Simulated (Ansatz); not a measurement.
# SnBrF (SMILES [F][Sn][Br]): a rigid scan of the bond length Sn2–Br3

An exercise on one series of results from a longer session: the logs are not shown, and one member is left open.

Program: Ansatz 0.2.0, Gaussian basis. Level of theory: single points in def2-TZVPP. These are calculated values, not measurements.

Levels: PBE-D4, r2SCAN-D4, PBE0-D4, B3LYP-D4, wB97M-V, Hartree-Fock, MP2, CCSD, CCSD(T). The scan takes 2.062, 2.168, 2.324, 2.505, 2.706, 2.922, 3.152, 3.394, 3.647 Å.

Cores are frozen in the correlated methods. Filled d shells of the heavier atoms are correlated. Core potentials replace the inner electrons past krypton, and spin-orbit coupling is left out. B3LYP uses VWN-RPA correlation.

27 further runs of the same task are left out: 27 set aside as unsound or not needed.

### The system as given

SMILES `[F][Sn][Br]`, 3 atoms, charge 0, spin multiplicity 1.

Atoms are counted from 1 here; the program's logs count them from 0.

Bond lengths: F1–Sn2 1.888 Å, Sn2–Br3 2.487 Å. Angles: F1–Sn2–Br3 108.2°.

Coordinates:

| atom | x (Å) | y (Å) | z (Å) |
| --- | --- | --- | --- |
| F1 | -1.05450 | 1.25220 | -0.44950 |
| Sn2 | -0.57000 | -0.57080 | -0.37100 |
| Br3 | 1.61350 | -0.74620 | 0.80720 |

The first run:

Contents of pre/in.yaml:

```yaml
crystal:
  periodic: [false, false, false]
  atoms:
    - {symbol: F, position_ang: [-1.054500, 1.252200, -0.449500]}
    - {symbol: Sn, position_ang: [-0.570000, -0.570800, -0.371000]}
    - {symbol: Br, position_ang: [1.613500, -0.746200, 0.807200]}
basis:
  gaussian: {orbitals: def2-SVP}
hamiltonian: {xc: pbe, dispersion: d4}
relax: {f_tol: 0.03, max_steps: 250}
```

No record of the launch command was kept for these runs.

Among the steps run: A first relaxation in a small basis; Finding the minimum; The minimum at every level; Sn2–Br3 = 2.062 Å; Sn2–Br3 = 2.168 Å; Sn2–Br3 = 2.324 Å; Sn2–Br3 = 2.505 Å; Sn2–Br3 = 2.706 Å; Sn2–Br3 = 2.922 Å; Sn2–Br3 = 3.152 Å; Sn2–Br3 = 3.394 Å; Sn2–Br3 = 3.647 Å.

One table of the session follows, with a row left open; its other results are not shown here.

Energies less that of the minimum at the same level (kJ/mol):

```
bond length (Å)  PBE-D4  PBE0-D4  B3LYP-D4  wB97M-V  Hartree-Fock
          2.062   211.9    198.5     214.5    195.2         212.2
          2.168   109.0     98.7     110.3     95.8         106.5
          2.324    29.4     23.8      29.7     22.0          26.5
          2.505     0.3      0.1       0.3      0.0           0.1
2.515 (minimum)     0.0      0.0       0.0      0.0           0.0
          2.706       ?        ?         ?        ?             ?
          2.922    40.6     50.8      41.4     54.5          50.1
          3.152    82.4     97.4      84.1    103.3          97.5
          3.394   126.7    146.5     129.8    154.8         148.0
          3.647   168.8    193.3     173.8    204.6         197.1
```

Estimate the missing values for bond length (Å) = 2.706.

**Answer.** PBE-D4: 9.3; PBE0-D4: 14.4; B3LYP-D4: 9.5; wB97M-V: 16.2; Hartree-Fock: 13.5.
